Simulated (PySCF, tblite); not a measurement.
# C₆H₉NOSi: geometry, infrared bands and NMR shifts

Aim: predict the infrared bands and NMR shifts of C₆H₉NOSi (`C#CC(=C)[SiH2]NC(C)=O`).

Computed with tblite 0.8.0 and PySCF 2.14.0, with density-fitted response routines of our own, on a single molecule in the gas phase. Atoms count from 0, in the outputs and in this text.

**1. The molecule as given**

18 atoms, charge 0, multiplicity 1; geometry from: force field or distance geometry start.

Bonds of the start (Å): C0–C1 1.21, C1–C2 1.44, C2–C3 1.35, C2–Si4 1.84, Si4–N5 1.79, N5–C6 1.42, C6–C7 1.49, C6–O8 1.27, C0–H9 1.07, C3–H10 1.08, C3–H11 1.09, Si4–H12 1.47, Si4–H13 1.48, N5–H14 1.05, C7–H15 1.09, C7–H16 1.12, C7–H17 1.10.

**2. Relaxing the molecule with GFN2-xTB**

The job: settings as JSON, then the geometry in Å.

```
{"job": {"kind": "relax", "xc": "GFN2-xTB", "basis": "xTB"}, "charge": 0, "multiplicity": 1}
C     -0.842900     2.159800    -2.273200
C     -1.377000     1.210000    -1.737600
C     -1.959000     0.057700    -1.091000
C     -3.250400    -0.257700    -1.307700
Si    -0.874600    -0.931200     0.020600
N      0.735100    -0.156000     0.140100
C      1.794100    -0.693100     0.927300
C      3.082300     0.045500     0.956500
O      1.596800    -1.768400     1.570000
H     -0.383500     2.994200    -2.754500
H     -3.789300     0.398300    -1.975700
H     -3.706000    -1.126000    -0.824700
H     -1.493700    -1.103900     1.339800
H     -0.678100    -2.232100    -0.659700
H      0.907900     0.741500    -0.383700
H      3.875800    -0.673700     1.160700
H      3.265200     0.463600    -0.063400
H      3.088500     0.877800     1.679800
```

On the command line:

```console
OMP_NUM_THREADS=1 python probes_run.py task.json out
```

The driver reads the jobs from task.json and runs them one after another.

**Question.** This job is followed by: GFN2-xTB harmonic vibrations, gas phase; GIAO PBE0/pcSseg-1 NMR shielding, non-relativistic, gas phase. What will the session give for the following? strongest single infrared mode (GFN2-xTB); zero-point energy (GFN2-xTB); ¹³C shifts against TMS (PBE0/pcSseg-1); ¹H shifts against TMS (PBE0/pcSseg-1, means over atoms taken as alike); ²⁹Si shifts against TMS (PBE0/pcSseg-1); ¹⁵N shifts against NH3 (PBE0/pcSseg-1); ¹⁷O shifts against H2O (PBE0/pcSseg-1); surface potential, 1st and 99th percentile.

The runs gave:

```
                                                              quantity                                      value
                             strongest single infrared mode (GFN2-xTB)                      1387 cm⁻¹, 606 km/mol
                                          zero-point energy (GFN2-xTB)                              81.1 kcal/mol
                                ¹³C shifts against TMS (PBE0/pcSseg-1)  178.8, 151.6, 132.4, 90.6, 90.0, 24.0 ppm
¹H shifts against TMS (PBE0/pcSseg-1, means over atoms taken as alike)     6.92, 6.22, 5.13, 5.06, 3.02, 2.09 ppm
                               ²⁹Si shifts against TMS (PBE0/pcSseg-1)                                  -57.2 ppm
                                ¹⁵N shifts against NH3 (PBE0/pcSseg-1)                                  122.5 ppm
                                ¹⁷O shifts against H2O (PBE0/pcSseg-1)                                  456.0 ppm
                                 surface potential, 1st and 99th percentile                         -1.88 V and 1.68 V
```

Relaxing lowered the energy by 0.529 eV in 91 steps; the close pair that moved most is N5–C6, from 1.425 to 1.348 Å. No mode is imaginary among the 48: a minimum at this level. The strongest single mode, at 1387 cm⁻¹, is spread over many atoms; the largest shares are those of C6, N5. Unscaled tight-binding wavenumbers are off by several per cent, some by more. Its intensities can rank the bands wrongly. The most deshielded carbon is C6 (amide carbonyl carbon), at 178.8 ppm: it is a carbonyl in resonance with an O or N lone pair, the region of acids, esters and amides. At PBE0/pcSseg-1: The largest span, 670 ppm, is at O8, where the paramagnetic term is -523 ppm. By nearest atom (PBE0/pcSseg-1), the HOMO sits on C0, C3 about 26 % each; C1, C2 about 15 % each and the LUMO on C3 28 %; C2 22 %.
